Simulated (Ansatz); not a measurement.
# SrAg2Sn2: properties at the relaxed cell

The task here is to estimate one member of a computed series from the others.

Program: Ansatz 0.2.0. Level of theory: DFT PBEsol, scalar-relativistic, plane waves, PAW. These are calculated values, not measurements.

**The starting structure**

The structure is tetragonal, space group I4/mmm (No. 139). Conventional cell: a = 4.652 Å, b = 4.652 Å, c = 11.482 Å, α = 90.00°, β = 90.00°, γ = 90.00°. Sr (site symmetry 4/mmm) is surrounded by 8 Sn at 3.58 Å and 8 Ag at 3.69 Å. Ag (site symmetry -4m2) has 4 Sn at 2.75 Å in its first shell of neighbours. Sn (site symmetry 4mm) is surrounded by 4 Ag at 2.75 Å and 1 Sn at 2.80 Å.

Structure file:

```xyz
5
Lattice="-2.3259 2.3259 5.7411 2.3259 -2.3259 5.7411 2.3259 2.3259 -5.7411" Properties=species:S:1:pos:R:3 pbc="T T T"
Sr    0.0000    0.0000    0.0000
Ag    0.0000    2.3259    2.8706
Ag    2.3259    0.0000    2.8706
Sn    0.0000    0.0000    4.3387
Sn    0.0000    0.0000    7.1436
```

It is the result of an earlier relaxation at this level (volume 24.85 Å³/atom; gap on the mesh: none (metal)).

Set-up of the first run:

The input, input.yaml:

```yaml
crystal:
  lattice:
    - [-2.3023896272, 2.3023896272, 5.6831501019]
    - [2.3023896272, -2.3023896272, 5.6831501019]
    - [2.3023896272, 2.3023896272, -5.6831501019]
  atoms:
    - { symbol: Sr, position: [0.0, 0.0, 0.0] }
    - { symbol: Ag, position: [0.75, 0.25, 0.5] }
    - { symbol: Ag, position: [0.25, 0.75, 0.5] }
    - { symbol: Sn, position: [0.3778563821, 0.3778563821, 0.0] }
    - { symbol: Sn, position: [0.6221436179, 0.6221436179, 0.0] }
basis:
  ecutwfc: 420
kpoints:
  mp_grid: { grid: [12, 12, 12] }
hamiltonian:
  xc: pbesol
scf:
  occupations: { method: gaussian, width: 0.1 }
output:
  forces: true
  stress: true
  eigenvalues: true
relax:
  adjacent_minimum: "off"
  f_tol: 0.01
  max_steps: 30
  cell: { stress_tol: 0.1, fix: [volume] }
```

Run with:

```
> ansatz run input.yaml --threads 1 --pin off --max-ram 2560MiB --backend cpu --events-out ev --progress --plain --runs-dir out
```

Among the steps run: Point at V/V0 = 0.97; Volume × 1.03; Volume × 0.94; Point at V/V0 = 1.06; The cell scaled to 0.91 of its volume; Volume × 1.10; Volume × 0.88.

One table of the session follows, with a row left open; its other results are not shown here.

It belongs to the step «Energy against volume». 

```
volume (Å³/atom)  energy above the lowest point (meV/atom)  pressure (GPa)
          21.865                                      84.7           10.29
          22.610                                      44.6            7.02
          23.356                                      18.6            4.26
          24.101                                       4.4            1.95
          24.846                                       0.0            0.00
          25.592                                         ?               ?
          26.337                                      14.8           -3.00
          27.331                                      38.2           -4.48
```

Q: Estimate the row for volume (Å³/atom) = 25.592 from the others.

Worked estimate for «energy above the lowest point (meV/atom)». A straight line through the neighbours (24.846, 0.0) and (26.337, 14.8) gives 0.0 + (14.8 − 0.0) × (25.592 − 24.846) / (26.337 − 24.846) = 7.4; a parabola fitted to 4 rows on both sides gives 4.1.

**Answer.** energy above the lowest point (meV/atom): 3.9; pressure (GPa): -1.63. In «energy above the lowest point (meV/atom)» the line misses by +3.5 and the parabola by +0.2.
